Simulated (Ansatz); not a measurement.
# C₈H₁₄HfO₃: up Jacob's ladder to CCSD(T)

The task here is to estimate one member of a computed series from the others.

The runs use Ansatz 0.2.0, Gaussian basis; functionals in def2-TZVPP, the program's frozen cores in correlated methods.

Levels to be run: LDA (SPW92), PBE-D4, revPBE-D4, BLYP-D4, r2SCAN-D4, B97M-V, PBE0-D4, B3LYP-D4, r2SCANh-D4, r2SCAN0-D4, HSE06-D4, BHLYP-D4, CAM-B3LYP-D4, LC-ωPBE, ωB97X-V, ωB97M-V, B2PLYP, PBE-QIDH; CCSD(T)/def2-SVP; CCSD(T)/def2-TZVPP; MP2/def2-QZVPP; extrapolation to the limit; RPA on PBE.

## Structure used throughout

The geometry comes from an earlier relaxation with PBE0-D4 in a triple-zeta def2 set; it is a stationary point, not always the lowest conformer. Hf takes the def2 core potential; no spin-orbit term is included.

SMILES `CC[C@@]12[C@H]3[C@H]4[C@H]5[C@@H]1[Hf]4532([OH])([OH])[O]C`, 26 atoms, charge 0, spin multiplicity 1.

Atoms are counted from 1 here; the program's logs count them from 0.

Bond lengths: C1–C2 1.518 Å, C1–H13 1.092 Å, C1–H14 1.093 Å, C1–H15 1.092 Å, C2–C3 1.496 Å, C2–H16 1.097 Å, C2–H17 1.093 Å, C3–C4 1.416 Å, C3–C7 1.412 Å, C3–Hf8 2.561 Å, C4–C5 1.414 Å, C4–Hf8 2.527 Å, C4–H18 1.081 Å, C5–C6 1.408 Å, C5–Hf8 2.526 Å, C5–H19 1.080 Å, C6–C7 1.416 Å, C6–Hf8 2.523 Å and more. Angles: C2–C1–H13 110.7°, C2–C1–H14 111.7°, C2–C1–H15 110.6°, H13–C1–H14 108.4°, H13–C1–H15 107.8°, H14–C1–H15 107.5°, C1–C2–C3 114.4°, C1–C2–H16 109.6°, C1–C2–H17 109.3°, C3–C2–H16 108.2°, C3–C2–H17 108.5°, H16–C2–H17 106.6°, C2–C3–C4 125.6°, C2–C3–C7 127.5°, C2–C3–Hf8 120.4°, C4–C3–C7 106.9°, C4–C3–Hf8 72.5°, C7–C3–Hf8 72.8° and more.

The first run:

File in.yaml:

```yaml
crystal:
  periodic: [false, false, false]
  atoms:
    - {symbol: C, position_ang: [1.873949, 1.990028, 1.029934]}
    - {symbol: C, position_ang: [0.399015, 2.298336, 0.845136]}
    - {symbol: C, position_ang: [-0.289289, 1.439506, -0.168409]}
    - {symbol: C, position_ang: [-1.691135, 1.292566, -0.308411]}
    - {symbol: C, position_ang: [-1.950641, 0.435922, -1.402486]}
    - {symbol: C, position_ang: [-0.712319, 0.023869, -1.929825]}
    - {symbol: C, position_ang: [0.309506, 0.638276, -1.165584]}
    - {symbol: Hf, position_ang: [-0.864998, -0.996068, 0.373283]}
    - {symbol: O, position_ang: [-2.527236, -1.995464, 0.524304]}
    - {symbol: O, position_ang: [-0.413524, -0.388184, 2.198897]}
    - {symbol: O, position_ang: [0.440731, -2.345021, -0.072670]}
    - {symbol: C, position_ang: [1.485837, -2.978625, -0.719788]}
    - {symbol: H, position_ang: [2.014386, 0.959542, 1.364031]}
    - {symbol: H, position_ang: [2.436194, 2.131878, 0.103396]}
    - {symbol: H, position_ang: [2.311893, 2.648012, 1.783020]}
    - {symbol: H, position_ang: [0.277783, 3.346081, 0.544965]}
    - {symbol: H, position_ang: [-0.117101, 2.185878, 1.802404]}
    - {symbol: H, position_ang: [-2.433970, 1.765474, 0.319384]}
    - {symbol: H, position_ang: [-2.925057, 0.129039, -1.753037]}
    - {symbol: H, position_ang: [-0.564052, -0.654893, -2.757581]}
    - {symbol: H, position_ang: [1.371079, 0.506903, -1.317692]}
    - {symbol: H, position_ang: [-3.470200, -2.053921, 0.412601]}
    - {symbol: H, position_ang: [-0.308554, -0.898103, 3.000231]}
    - {symbol: H, position_ang: [1.821223, -2.406818, -1.595420]}
    - {symbol: H, position_ang: [1.182602, -3.974901, -1.062782]}
    - {symbol: H, position_ang: [2.343900, -3.099279, -0.047891]}
basis:
  gaussian: {orbitals: def2-TZVPP}
hamiltonian: {xc: lda}
output: {orbitals: {seedname: orbitals}}
```

The run is started by

```console
$ ansatz run in.yaml --threads 11 --pin off --events-out ev --progress --plain --max-ram 110592MiB --backend cuda --devices 0, --max-vram 75GiB
```

Among the steps run: LDA; PBE-D4 (GGA); revPBE-D4 (GGA); BLYP-D4 (GGA); r2SCAN-D4 (meta-GGA); B97M-V (meta-GGA); B3LYP-D4 (hybrid); r2SCANh-D4 (hybrid); r2SCAN0-D4 (hybrid); HSE06-D4 (hybrid); BHLYP-D4 (hybrid); CAM-B3LYP-D4 (range-separated); LC-ωPBE (range-separated); ωB97X-V (range-separated); ωB97M-V (range-separated); B2PLYP (double hybrid); PBE-QIDH (double hybrid).

One table of the session follows, with a row left open; its other results are not shown here.

It belongs to the step «Orbital energies across the functionals». 

```
  functional  HOMO (eV)  gap (eV)
 LDA (SPW92)      -5.84      5.02
      PBE-D4      -5.67      5.09
   revPBE-D4      -5.59      5.13
     BLYP-D4      -5.49      5.03
   r2SCAN-D4      -5.85      5.48
      B97M-V      -5.91      5.52
     PBE0-D4      -6.74      7.00
    B3LYP-D4      -6.51      6.49
  r2SCANh-D4      -6.26      6.22
  r2SCAN0-D4      -6.87      7.31
    HSE06-D4      -6.35      6.26
    BHLYP-D4      -7.62      8.40
CAM-B3LYP-D4      -7.96      8.85
     LC-ωPBE      -9.25     11.22
     ωB97X-V          ?         ?
     ωB97M-V      -8.85     10.10
```

Estimate the missing values for ωB97X-V.

The run gave: HOMO (eV): -8.93; gap (eV): 10.72. In the column «HOMO (eV)» it lies between LC-ωPBE (-9.25) and ωB97M-V (-8.85).
